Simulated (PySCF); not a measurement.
# C5H3ClOS: the cost of one run

Programs: PySCF 2.14.0, with density-fitted response routines of our own. Each step states its level of theory. These are calculated values for one molecule, in the gas phase or a continuum, unless marked as measured. Atoms are numbered from 0 throughout.

### Step 1. Starting geometry

11 atoms, charge 0, multiplicity 1; geometry from: GFN2-xTB. The atoms were then displaced at random by about 0.01 Å, so the start is not that level's minimum.

Bonds of the start (Å): O0–C1 1.20, C1–Cl2 1.79, C1–C3 1.49, C3–C4 1.40, C4–C5 1.36, C5–S6 1.72, S6–C7 1.69, C7–C3 1.37, C4–H8 1.07, C5–H9 1.08, C7–H10 1.08.

### Step 2. Geometry optimisation at PBE0-D3(BJ)/def2-SVP

The job: settings as JSON, then the geometry in Å.

```
{"job": {"xc": "PBE0", "basis": "def2-SVP", "d3": "d3bj", "grid": 1, "shake": 0.01, "kind": "geom"}, "charge": 0, "multiplicity": 1}
O     -2.095690    -1.634640     0.143560
C     -1.746760    -0.512950    -0.111670
Cl    -2.947860     0.717580    -0.623810
C     -0.352810     0.001710    -0.060680
C      0.702050    -0.843570     0.318950
C      1.882150    -0.176540     0.313930
S      1.715140     1.464130    -0.164850
C      0.041220     1.281090    -0.356970
H      0.572300    -1.863620     0.615950
H      2.858480    -0.556740     0.568180
H     -0.590100     2.097730    -0.658250
```

Run with:

```bash
$ OMP_NUM_THREADS=1 python probes_run.py task.json out
```

One launch serves the whole session: the jobs run in the order shown.

Q: Estimate the wall time and peak memory of this first job on 1 thread of Arm Neoverse V1, shared host.

About 70 s, with a peak of 0.53 GiB.
